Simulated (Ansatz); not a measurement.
# BH2NaSe: the cost of one run

All numbers below are computed with Ansatz 0.2.0 (UKS r2SCAN-D4/def2-mTZVP).

## 1. The structure to begin with

Bond lengths: Na1–B2 2.353 Å, B2–Se3 1.897 Å, B2–H4 1.194 Å, Se3–H5 1.468 Å. Angles: Na1–B2–Se3 133.7°, Na1–B2–H4 122.3°, Se3–B2–H4 104.0°, B2–Se3–H5 104.1°.

Structure file:

```xyz
5

Na   -2.0405   -0.2753    1.3289
B    -0.4364   -0.1252   -0.3857
Se    1.4242    0.2427   -0.4099
H    -0.7114   -0.3011   -1.5347
H     1.7641    0.4591    1.0014
```

## 2. End point A

input.yaml reads:

```yaml
crystal:
  periodic: [false, false, false]
  atoms:
    - { symbol: Na, position_ang: [-2.0405, -0.27531, 1.32885] }
    - { symbol: B, position_ang: [-0.43639, -0.12524, -0.38566] }
    - { symbol: Se, position_ang: [1.42422, 0.24266, -0.40994] }
    - { symbol: H, position_ang: [-0.71142, -0.30115, -1.53466] }
    - { symbol: H, position_ang: [1.76409, 0.45905, 1.00141] }
magnetization:
  spin_polarized: true
basis:
  gaussian: { orbitals: def2-mTZVP }
hamiltonian:
  xc: r2scan
  dispersion: d4
relax:
  f_tol: 0.02
  max_steps: 50
```

Launch:

```sh
> ansatz run input.yaml --threads 2 --pin off --max-ram 3072MiB --backend cpu --events-out ev --progress --plain --runs-dir out
```

**Question.** How long does this run take on 2 threads of Arm Neoverse V2, shared host, and how much memory does it need?

About 28 s, with a peak of 0.23 GiB.
